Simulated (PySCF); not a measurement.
**Ce(BH4)2: other functionals and bases at one geometry**

An exercise on one series of results from a longer session: the logs are not shown, and one member is left open.

Program: PySCF 2.14.0. Level of theory: several levels, as the steps say, no spin–orbit coupling. These are calculated values, not measurements.

1 further run of the same task is left out (for a known fault of the program).

## The starting structure

11 atoms, charge 0, spin multiplicity 1.

Bond lengths: Ce1–B2 2.711 Å, Ce1–H4 2.523 Å, Ce1–H5 2.520 Å, Ce1–H6 2.522 Å, Ce1–B7 2.711 Å, Ce1–H9 2.523 Å, Ce1–H10 2.520 Å, Ce1–H11 2.522 Å, B2–H3 1.211 Å, B2–H4 1.255 Å, B2–H5 1.255 Å, B2–H6 1.255 Å, B7–H8 1.211 Å, B7–H9 1.255 Å, B7–H10 1.255 Å, B7–H11 1.255 Å. Angles: B2–Ce1–H4 27.4°, B2–Ce1–H5 27.4°, B2–Ce1–H6 27.4°, B2–Ce1–B7 178.5°, B2–Ce1–H9 153.8°, B2–Ce1–H10 151.3°, B2–Ce1–H11 152.6°, H4–Ce1–H5 47.0°, H4–Ce1–H6 47.0°, H4–Ce1–B7 153.8°, H4–Ce1–H9 135.8°, H4–Ce1–H10 176.6°, H4–Ce1–H11 132.3°, H5–Ce1–H6 47.1°, H5–Ce1–B7 151.3°, H5–Ce1–H9 176.6°, H5–Ce1–H10 130.2°, H5–Ce1–H11 133.7° and more.

As a file:

```xyz
11
charge 0, multiplicity 1
Ce    0.00001    0.00008    0.83614
B     2.71124   -0.01249    0.80169
H     3.92251   -0.01804    0.78407
H     2.24876   -0.63862    1.78616
H     2.22084   -0.54303   -0.22438
H     2.24375    1.15068    0.86373
B    -2.71124    0.01248    0.80171
H    -3.92250    0.01792    0.78402
H    -2.24883    0.63862    1.78621
H    -2.22087    0.54307   -0.22435
H    -2.24366   -1.15066    0.86373
```

Formal oxidation states: Ce +2. Each metal's 2 4f electrons lie in its core potential, so multiplicities, spins and levels count the valence alone. For divalent La, Ce, Gd or Lu the extra electron is normally 5d or 6s, so this core forces an excited configuration. An earlier session relaxed this geometry at PBE0, Ce lcecp-0-SVP with ECP48, B def2-SVP, H def2-SVP (singlet, point group C2).

At PBE0 on the finer grid: E = -81.074297 Eh, frontier levels not given, since the 4f levels lie in the core, Mulliken charge on Ce1 +0.87 e, largest force component 0.012 eV/Å. 

Levels to run: B3LYP; BP86; PBE0, TZVP. Hardware: 2 threads of Arm Neoverse V1, shared host.

The first run:

The input, run.py (the lines that set the calculation):

```python
mol = gto.M(atom='''
Ce     0.00001     0.00008     0.83614
B      2.71124    -0.01249     0.80169
H      3.92251    -0.01804     0.78407
H      2.24876    -0.63862     1.78616
H      2.22084    -0.54303    -0.22438
H      2.24375     1.15068     0.86373
B     -2.71124     0.01248     0.80171
H     -3.92250     0.01792     0.78402
H     -2.24883     0.63862     1.78621
H     -2.22087     0.54307    -0.22435
H     -2.24366    -1.15066     0.86373''',
    basis={'Ce': 'lcecp-0-SVP', 'B': 'def2-SVP', 'H': 'def2-SVP'},
    ecp={'Ce': 'lcecp-0-SVP'},
    charge=0, spin=0)
mf = dft.RKS(mol, xc='B3LYP')
mf.grids.atom_grid = (75, 302)  # f atoms: unpruned, at least (60, 302)
mf = mf.density_fit()  # fitting sets: Ce AutoAux, B def2-universal-JKFIT, H def2-universal-JKFIT
mf.conv_tol = 1e-08; mf.max_cycle = 55
mf.kernel(dm0)  # dm0: the density of the relaxed state
```

On the command line:

```
> OMP_NUM_THREADS=2 python run.py
```

Among the steps run: B3LYP; BP86; PBE0, TZVP.

One of the session's tables, all rows but one given; the rest of the session is left out.

```
              level  charge on Ce1 (e)  largest force component (eV/Å)
PBE0 (relaxed here)               0.87                            0.01
              B3LYP               0.79                            0.18
               BP86               0.73                            0.17
         PBE0, TZVP                  ?                               ?
```

**Question.** Estimate the row for PBE0, TZVP.

**Answer.** charge on Ce1 (e): 1.17; largest force component (eV/Å): 0.28. In the column «charge on Ce1 (e)» it is the highest.

The largest leftover force, 0.28 eV/Å with PBE0, TZVP, stands at a geometry relaxed at another level. With 4f in the core, its levels are missing from HOMO and gap, and its count is fixed, so no charge can pass from the ligands into it. Total energies of different levels can't be compared.
